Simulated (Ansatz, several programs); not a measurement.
KScS₂, ordered on the rocksalt lattice (P4/mmm) with 4 atoms a cell, relaxed with PBE in Ansatz (plane waves, PAW): the symmetry is P4/mmm (No. 123, tetragonal); a = 4.051 Å, c = 5.482 Å in the conventional setting, 22.49 Å³ an atom. K is surrounded by 6 S at 2.74–2.86 Å; S is surrounded by 2 K at 2.74 Å and 4 Sc at 2.86 Å; Sc is surrounded by 6 S at 2.74–2.86 Å; S is surrounded by 2 Sc at 2.74 Å and 4 K at 2.86 Å. The cell was then scaled with its shape and fractional coordinates held, which makes it stiffer than a relaxed compression. Computed, not measured; no magnetism was allowed, and whether the structure is a known phase isn't checked.

```csv
V (Å³/atom),E (meV/atom)
21.145,16.26
22.495,0.00
23.169,3.47
23.844,13.17
```

Q: Pass a cubic E = c₀ + c₁u + c₂u² + c₃u³, with u = V − 22.663 Å³, through these points.

A: c₀ = 0.22, c₁ = +2.645, c₂ = 7.769, c₃ = -0.6144 (meV and Å³).

Q: Where is the minimum, and what bulk modulus follows?

A: dE/du = 0 at u = -0.167, so V₀ = 22.50 Å³. B = V₀ d²E/dV² = 22.50 × (2c₂ + 6c₃u) = 22.50 × 16.154 = 363 meV/Å³, and 1 meV/Å³ is 0.16022 GPa: 58 GPa. A third-order Birch-Murnaghan fit to all five points gives 22.49 Å³ and 58 GPa.

Q: Predict the energy and the pressure at the withheld volume, 21.820 Å³.

A: With u = -0.843: E ≈ 3.88 meV and P = −dE/dV ≈ +1.88 GPa. The run gives 3.85 meV and, from its stress, +1.88 GPa.
